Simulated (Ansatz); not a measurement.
# CuF (P4/mmm) in Ansatz: convergence with wavefunction cutoff

Aim: find how far wavefunction cutoff must go before the results for CuF settle, at PBE. This setting moves, with any that are tied to it; all else stays.

Program: Ansatz 0.2.0. These are calculated values, not measurements. Logs are shortened: lines on timing, memory, paths and dates and some standing lists are left out, and cuts for length are marked.

## (1) Starting point

The structure is tetragonal, space group P4/mmm (No. 123). The conventional cell has a = 2.471 Å, b = 2.471 Å, c = 3.417 Å, α = 90.00°, β = 90.00°, γ = 90.00°. Cu (site symmetry 4/mmm) has 8 F at 2.44 Å and 4 Cu at 2.47 Å as nearest neighbours. F (site symmetry 4/mmm) is surrounded by 8 Cu at 2.44 Å and 4 F at 2.47 Å.

The cell was built by a generator and needn't be a form met in nature.

## (2) With wavefunction cutoff 200 eV

Input file input.yaml:

```yaml
crystal:
  lattice:
    - [2.47100655, 0.0, 0.0]
    - [0.0, 2.47100655, 0.0]
    - [0.0, 0.0, 3.41650139]
  atoms:
    - { symbol: Cu, position: [0.0, 0.0, 0.0] }
    - { symbol: F, position: [0.5, 0.5, 0.5] }
hamiltonian:
  xc: pbe
  pseudopotentials: { kind: paw }
kpoints:
  mp_grid: { grid: [9, 9, 7] }
scf:
  occupations: { method: cold, width: 0.05 }
output:
  forces: true
  stress: true
  eigenvalues: true
basis:
  ecutwfc: "200 eV"
```

Potentials or basis: Ansatz PAW.

On the command line:

```sh
ansatz run input.yaml --threads 2 --pin off --max-ram 5632MiB --backend cpu --events-out ev --progress --plain --runs-dir out
```

Wall time 0.56 s (2 threads of Arm Neoverse V1, shared host); peak memory 0.25 GiB.

Results:

* Free energy: -7406.8603 eV
* Pressure: -18.6 GPa
* Band gap on the k mesh: 0.57 eV, indirect (least direct gap 0.86 eV)

## (3) With wavefunction cutoff 250 eV

input.yaml, as its differences from that of step 2:

```diff
@@ -20,2 +20,2 @@
 basis:
-  ecutwfc: "200 eV"
+  ecutwfc: "250 eV"
```

Potentials or basis: Ansatz PAW.

On the command line:

```sh
ansatz run input.yaml --threads 2 --pin off --max-ram 5632MiB --backend cpu --events-out ev --progress --plain --runs-dir out
```

It took 0.62 s on 2 threads of Arm Neoverse V1, shared host; peak memory 0.25 GiB.

What came out:

```yaml
Free_energy: -7426.6841 eV
Pressure: 9.8 GPa
Band_gap_on_the_k_mesh: none (metal or under the smearing width)
```

## (4) With wavefunction cutoff 300 eV

input.yaml, as its differences from that of step 3:

```diff
@@ -20,2 +20,2 @@
 basis:
-  ecutwfc: "250 eV"
+  ecutwfc: "300 eV"
```

On the command line:

```sh
ansatz run input.yaml --threads 2 --pin off --max-ram 5632MiB --backend cpu --events-out ev --progress --plain --runs-dir out
```

Run time: 0.62 s. Hardware: 2 threads of Arm Neoverse V1, shared host; peak memory 0.26 GiB.

What came out:

- Free energy: -7431.0557 eV
- Pressure: 5.0 GPa
- Band gap on the k mesh: none (metal or under the smearing width)

## (5) With wavefunction cutoff 350 eV

input.yaml, as its differences from that of step 4:

```diff
@@ -20,2 +20,2 @@
 basis:
-  ecutwfc: "300 eV"
+  ecutwfc: "350 eV"
```

On the command line:

```sh
ansatz run input.yaml --threads 2 --pin off --max-ram 5632MiB --backend cpu --events-out ev --progress --plain --runs-dir out
```

It took 0.72 s on 2 threads of Arm Neoverse V1, shared host; peak memory 0.27 GiB.

Results:

```
Free energy            : -7431.8080 eV
Pressure               : 4.2 GPa
Band gap on the k mesh : none (metal or under the smearing width)
```

## (6) With wavefunction cutoff 400 eV

input.yaml, as its differences from that of step 5:

```diff
@@ -20,2 +20,2 @@
 basis:
-  ecutwfc: "350 eV"
+  ecutwfc: "400 eV"
```

Potentials or basis: Ansatz PAW.

On the command line:

```sh
ansatz run input.yaml --threads 2 --pin off --max-ram 5632MiB --backend cpu --events-out ev --progress --plain --runs-dir out
```

Wall time 0.78 s (2 threads of Arm Neoverse V1, shared host); peak memory 0.27 GiB.

It converged, with:

```
Free energy            : -7431.9170 eV
Pressure               : 4.4 GPa
Band gap on the k mesh : none (metal or under the smearing width)
```

## (7) With wavefunction cutoff 450 eV

input.yaml, as its differences from that of step 6:

```diff
@@ -20,2 +20,2 @@
 basis:
-  ecutwfc: "400 eV"
+  ecutwfc: "450 eV"
```

On the command line:

```sh
ansatz run input.yaml --threads 2 --pin off --max-ram 5632MiB --backend cpu --events-out ev --progress --plain --runs-dir out
```

It took 0.83 s on 2 threads of Arm Neoverse V1, shared host; peak memory 0.28 GiB.

The run converged. Its results:

- Free energy: -7431.9325 eV
- Pressure: 4.4 GPa
- Band gap on the k mesh: none (metal or under the smearing width)

## (8) With wavefunction cutoff 500 eV

input.yaml, as its differences from that of step 7:

```diff
@@ -20,2 +20,2 @@
 basis:
-  ecutwfc: "450 eV"
+  ecutwfc: "500 eV"
```

On the command line:

```sh
ansatz run input.yaml --threads 2 --pin off --max-ram 5632MiB --backend cpu --events-out ev --progress --plain --runs-dir out
```

It took 0.95 s on 2 threads of Arm Neoverse V1, shared host; peak memory 0.29 GiB.

Results (log left out):

| Quantity | Value |
| --- | --- |
| Free energy | -7431.9352 eV |
| Pressure | 4.4 GPa |
| Band gap on the k mesh | none (metal or under the smearing width) |

## (9) With wavefunction cutoff 600 eV

input.yaml, as its differences from that of step 8:

```diff
@@ -20,2 +20,2 @@
 basis:
-  ecutwfc: "500 eV"
+  ecutwfc: "600 eV"
```

Potentials or basis: Ansatz PAW.

On the command line:

```sh
ansatz run input.yaml --threads 2 --pin off --max-ram 5632MiB --backend cpu --events-out ev --progress --plain --runs-dir out
```

Wall time 1.1 s (2 threads of Arm Neoverse V1, shared host); peak memory 0.3 GiB.

It converged, with:

| Quantity | Value |
| --- | --- |
| Free energy | -7431.9364 eV |
| Pressure | 4.4 GPa |
| Band gap on the k mesh | none (metal or under the smearing width) |

## (10) With wavefunction cutoff 800 eV

input.yaml, as its differences from that of step 9:

```diff
@@ -20,2 +20,2 @@
 basis:
-  ecutwfc: "600 eV"
+  ecutwfc: "800 eV"
```

Potentials or basis: Ansatz PAW.

On the command line:

```sh
ansatz run input.yaml --threads 2 --pin off --max-ram 5632MiB --backend cpu --events-out ev --progress --plain --runs-dir out
```

The program printed:

```text
Warning: RAYON_NUM_THREADS=2 ignored (pool sized by the plan → 2); use --threads N
Engine: ansatz 0.2.0, aarch64-unknown-linux-gnu
Pseudopotentials: kind: paw
Pseudopotential: Cu, paw, valence charge 19, recommended cutoff 420 eV (normal), Cu.paw.azcp
Pseudopotential: F, paw, valence charge 7, recommended cutoff 420 eV (normal), F.paw.azcp
Functional definition: PBE
  parameter kappa = 0.804
  parameter beta = 0.06672455060314922
  exchange = pbe_x(kappa = kappa, mu = beta*pi^2/3)
  correlation = pbe_c(beta = beta)
Crystal: 2 atoms, lattice volume = 20.861 Å³
Basis set: ecut = 800 eV, 1059 PW (Γ), exchange–correlation on 48×48×64 points (8 copies of the dense FFT grid, shifted against one another)
Bands: 17, of which v1, the nominal top of the filled ones, is band 13 counted from 1 (12 counted from 0)
Symmetry: 16 space group operations
Space group: P4/mmm (ITA 123), of the structure as read, at distance tolerance 2.8e-5 Å
k-points: 60 of 567
Non-local potential: Cu, projectors of the file, l = 0: 3, l = 1: 2, l = 2: 3, l = 3: 1
Non-local potential: F, projectors of the file, l = 0: 2, l = 1: 2, l = 2: 1
PAW form: soft (Blöchl's): semilocal exchange-correlation on the pseudo side does not see the compensation charge
PAW one-centre angular grid: Cu, 590 points (default); XC on 64 Gauss nodes
PAW one-centre angular grid: F, 110 points (default); XC on 64 Gauss nodes
Initial density: superposition of atomic densities (neutral atoms: chi_scale 0, normalization atom), corrected by the library's trained network
Initial wavefunctions: pseudopotential atomic-orbital guess
Functional: x = pbe(κ = 0.804, μ = 0.2195149727645171), c = pbe(β = 0.06672455060314922)
SCF iter   1: F=—  HF=-7431.941573 eV  |F-HF|=—  |Δ(HF+E_count)|=         —  Δρ=1.12e-2  dr2=2.10e-2  ethr=1.77e-3  ⟨swp⟩=5.6  Hψ=4430  notcnv=0
preconditioner: auto → none  [insulator: Δε(μ)=0.181 eV  Ē_g=14.785 eV  σ=0.050 eV  W_gap=0.58  n_scr=6 (ndim 8)  ℏωp=34.5 eV  f_vac=0.004  D(μ)=1.29/eV (n_scr^D=14)  ε∞_Penn≈6.4]
SCF iter   2: F=—  HF=-7431.937910 eV  |F-HF|=—  |Δ(HF+E_count)|=   3.66e-3  S|Δr|=    0.00e0  Δρ=3.54e-3  dr2=2.39e-3  ethr=8.07e-5  ⟨swp⟩=2.0  Hψ=1729  notcnv=0
SCF iter   3: F=—  HF=-7431.937243 eV  |F-HF|=—  |Δ(HF+E_count)|=   6.68e-4  S|Δr|=    0.00e0  Δρ=1.72e-3  dr2=3.54e-4  ethr=9.19e-6  ⟨swp⟩=2.1  Hψ=1478  notcnv=0
SCF iter   4: F=—  HF=-7431.937144 eV  |F-HF|=—  |Δ(HF+E_count)|=   9.83e-5  S|Δr|=    0.00e0  Δρ=2.62e-4  dr2=4.06e-6  ethr=1.36e-6  ⟨swp⟩=2.0  Hψ=1319  notcnv=0
SCF iter   5: F=—  HF=-7431.937144 eV  |F-HF|=—  |Δ(HF+E_count)|=   4.88e-7  S|Δr|=    0.00e0  Δρ=5.38e-5  dr2=1.35e-7  ethr=1.56e-8  ⟨swp⟩=2.3  Hψ=1586  notcnv=0
SCF iter   6: F=-7431.937144 eV  HF=-7431.937144 eV  |F-HF|=2.47e-10  |Δ(HF+E_count)|=   1.28e-7  S|Δr|=    0.00e0  Δρ=1.73e-6  dr2=1.65e-10  ethr=3.85e-10  ⟨swp⟩=5.0  Hψ=4139  notcnv=0
SCF 1 converged in 6 iterations: F = -7431.937144 eV  dr2 = 1.65e-10
SCF converged after 6 iterations
Stability not checked: this state was not tested for a lower state beside it, because cold or Methfessel-Paxton smearing, or corrected tetrahedra, fill the levels in a way that the test cannot read (fill_not_monotonic; see scf.lower_state_search)
Free energy (F): -7431.937144 eV
Harris-Foulkes:  -7431.937144 eV  (|F-HF|=2.47e-10)
Internal energy: -7431.936787 eV  (E = F + TS)
E sigma→0 (E₀):  -7431.937025 eV
Entropy (-TS):   -0.000357 eV (-0.179 meV/atom)
Fermi energy:    10.793824 eV
--- Per-component energies (eV) ---
  E_band       = -435.822399
  E_kinetic    = 505.461087
  E_local      = -4965.676049  (includes V_loc(G=0)·N_el)
  E_nonlocal   = 481.926386
  E_hartree    = 2151.316819
  E_xc         = -166.262470
  E_vxc        = -213.720642  (∫ρ·V_xc dr)
  E_paw        = -1878.654820  (= ΣΔE_a)
  E_vpaw       = -546.447498  (= ΣTr[D̂ρ^β])
  E_aug_tail   = 0.000146  (compensation charges beyond the density's cutoff)
  E_ewald      = -3560.047885
  E_smearing   = -0.000357  (= −TS)
  E_closure    = 0.000000  (closes the sum)
  Σ components = -7431.937144   (vs F -7431.937144, Δ=0.00e0)
--- Forces (eV/Å), atoms counted from 1 ---
  atom   1  Cu     0.00000000     0.00000000     0.00000000
  atom   2  F      0.00000000    -0.00000000     0.00000000
  max |Σ_I F_I| component: 3.35e-30 eV/Å
--- Stress (GPa, compression-positive) ---
       12.007730       0.000000       0.000000
        0.000000      12.007730       0.000000
        0.000000       0.000000     -10.856526
  P = ⅓ Tr σ = 4.3863 GPa (43.863 kbar)
--- Band table (eV; the first three rows and the last of 60) ---
  k-point 0: bands = ["-100.1697", "-57.6043", "-57.6043", "-57.4715", "-12.5349", "5.6550", "7.1113", "8.1431", "8.1431", "8.1769", "9.9629", "10.1995", "10.1995", "10.4083", "22.5501", "24.6366", "30.3315"]
  k-point 1: bands = ["-100.1697", "-57.6043", "-57.6043", "-57.4718", "-12.5105", "4.7427", "7.9728", "8.0871", "8.0871", "8.1830", "10.2766", "10.2766", "10.3413", "10.4089", "20.9207", "26.3283", "30.4560"]
  k-point 2: bands = ["-100.1697", "-57.6043", "-57.6043", "-57.4723", "-12.4548", "3.6747", "7.9731", "7.9731", "8.1968", "8.7176", "10.4102", "10.4385", "10.4385", "11.5958", "18.6772", "28.8361", "30.6162"]
  k-point 59: bands = ["-100.1547", "-57.6798", "-57.6797", "-57.4578", "-11.2417", "5.3535", "5.3749", "5.5244", "9.7665", "10.1499", "10.1930", "10.2630", "10.7522", "17.1451", "18.1464", "20.4058", "24.3061"]
```

Run time: 1.4 s. Hardware: 2 threads of Arm Neoverse V1, shared host; peak memory 0.33 GiB.

Results:

```
Free energy            : -7431.9371 eV
Pressure               : 4.4 GPa
Band gap on the k mesh : none (metal or under the smearing width)
```

## (11) The series at a glance

```tsv
wavefunction cutoff	energy less the tightest run, at zero smearing (meV/atom)	pressure (GPa)	gap on the mesh (eV)	SCF cycles	CPU time (s)	peak memory (GiB)
200 eV	12538.34	-18.62	0.568	8	0.96	0.25
250 eV	2626.42	9.78	0.000	8	1.1	0.25
300 eV	440.73	5.00	0.000	6	1.1	0.26
350 eV	64.56	4.23	0.000	6	1.3	0.27
400 eV	10.10	4.36	0.000	6	1.4	0.27
450 eV	2.31	4.41	0.000	6	1.5	0.28
500 eV	0.99	4.39	0.000	6	1.7	0.29
600 eV	0.37	4.39	0.000	6	1.9	0.3
800 eV	0.00	4.39	0.000	6	2.6	0.33
```

Against the tightest run, the energy stays within 1 meV/atom from 500 eV on; the pressure stays within 0.1 GPa from 400 eV on; the gap on the mesh stays within 0.01 eV from 250 eV on. The tightest run that finished is the yardstick and may itself not be fully converged.

Caveats: the run has no spin polarisation, though such a crystal can be magnetic; semilocal functionals often make such compounds metallic where correlation or magnetic order opens a gap, which also shifts bond lengths.
